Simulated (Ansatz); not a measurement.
# C₂H₅NSeSi: up Jacob's ladder to CCSD(T)

An exercise on one series of results from a longer session: the logs are not shown, and one member is left open.

The runs use Ansatz 0.2.0, Gaussian basis; functionals in def2-TZVPP, the program's frozen cores in correlated methods.

The runs, in order: PBE-D4, r2SCAN-D4, PBE0-D4, B3LYP-D4, ωB97X-V, ωB97M-V, B2PLYP; CCSD(T)/def2-TZVPP; MP2/def2-QZVPP; extrapolation to the limit.

**The geometry**

An earlier PBE0-D4 in a triple-zeta def2 set relaxation fixed the geometry.

SMILES `N=C=C([SiH3])[SeH]`, 10 atoms, charge 0, spin multiplicity 1.

Atoms are counted from 1 here; the program's logs count them from 0.

Bond lengths: N1–C2 1.213 Å, N1–H6 1.015 Å, C2–C3 1.309 Å, C3–Si4 1.850 Å, C3–Se5 1.921 Å, Si4–H7 1.485 Å, Si4–H8 1.487 Å, Si4–H9 1.487 Å, Se5–H10 1.473 Å. Angles: C2–N1–H6 118.6°, N1–C2–C3 173.7°, C2–C3–Si4 123.4°, C2–C3–Se5 116.8°, Si4–C3–Se5 119.6°, C3–Si4–H7 110.0°, C3–Si4–H8 109.3°, C3–Si4–H9 109.4°, H7–Si4–H8 110.1°, H7–Si4–H9 108.5°, H8–Si4–H9 109.5°, C3–Se5–H10 95.9°.

As a file:

```xyz
10
C2H5NSeSi
N    -1.2568    2.0052   -0.9942
C    -0.4956    1.1646   -0.5648
C     0.3192    0.1962   -0.2316
Si   -0.2515   -1.4967    0.2477
Se    2.2007    0.5645   -0.3542
H    -1.6565    2.6764   -0.3457
H     0.2730   -2.4999   -0.7130
H    -1.7381   -1.5301    0.2594
H     0.2634   -1.8258    1.6029
H     2.4255    0.6943    1.0963
```

The first run:

The input, in.yaml:

```yaml
crystal:
  periodic: [false, false, false]
  atoms:
    - {symbol: N, position_ang: [-1.256799, 2.005156, -0.994152]}
    - {symbol: C, position_ang: [-0.495597, 1.164624, -0.564800]}
    - {symbol: C, position_ang: [0.319221, 0.196217, -0.231607]}
    - {symbol: Si, position_ang: [-0.251495, -1.496704, 0.247723]}
    - {symbol: Se, position_ang: [2.200678, 0.564538, -0.354169]}
    - {symbol: H, position_ang: [-1.656529, 2.676359, -0.345724]}
    - {symbol: H, position_ang: [0.272950, -2.499940, -0.712982]}
    - {symbol: H, position_ang: [-1.738064, -1.530085, 0.259442]}
    - {symbol: H, position_ang: [0.263370, -1.825770, 1.602915]}
    - {symbol: H, position_ang: [2.425463, 0.694306, 1.096253]}
basis:
  gaussian: {orbitals: def2-TZVPP}
hamiltonian: {xc: pbe, dispersion: d4}
output: {forces: true, orbitals: {seedname: orbitals}}
```

On the command line:

```bash
> ansatz run in.yaml --threads 4 --pin off --events-out ev --progress --plain --max-ram 10444MiB
```

Steps of the session up to this table: PBE-D4 (GGA); r2SCAN-D4 (meta-GGA); PBE0-D4 (hybrid); B3LYP-D4 (hybrid); ωB97X-V (range-separated); ωB97M-V (range-separated); B2PLYP (double hybrid); CCSD(T) in def2-TZVPP; MP2 in def2-QZVPP.

One of the session's tables, all rows but one given; the rest of the session is left out.

| method | atomisation energy (kJ/mol) |
| --- | --- |
| PBE-D4 | ? |
| r2SCAN-D4 | 3555.3 |
| PBE0-D4 | 3558.6 |
| B3LYP-D4 | 3557.4 |
| ωB97X-V | 3555.2 |
| ωB97M-V | 3544.7 |
| B2PLYP | 3504.3 |
| HF/def2-TZVPP | 2415.9 |
| MP2/def2-TZVPP | 3491.0 |
| CCSD/def2-TZVPP | 3349.4 |
| CCSD(T)/def2-TZVPP | 3425.1 |
| MP2/CBS | 3598.0 |
| CCSD(T)/CBS | 3532.0 |

**Question.** Estimate the row for PBE-D4.

As computed: atomisation energy (kJ/mol): 3654.3. In the column «atomisation energy (kJ/mol)» it is the highest.

To keep in mind: Free atoms (1 N, 2 C, 1 Si, 1 Se, 5 H) were run apart at each level; the atomisation energy is their sum less the molecule, without zero-point or spin-orbit terms.
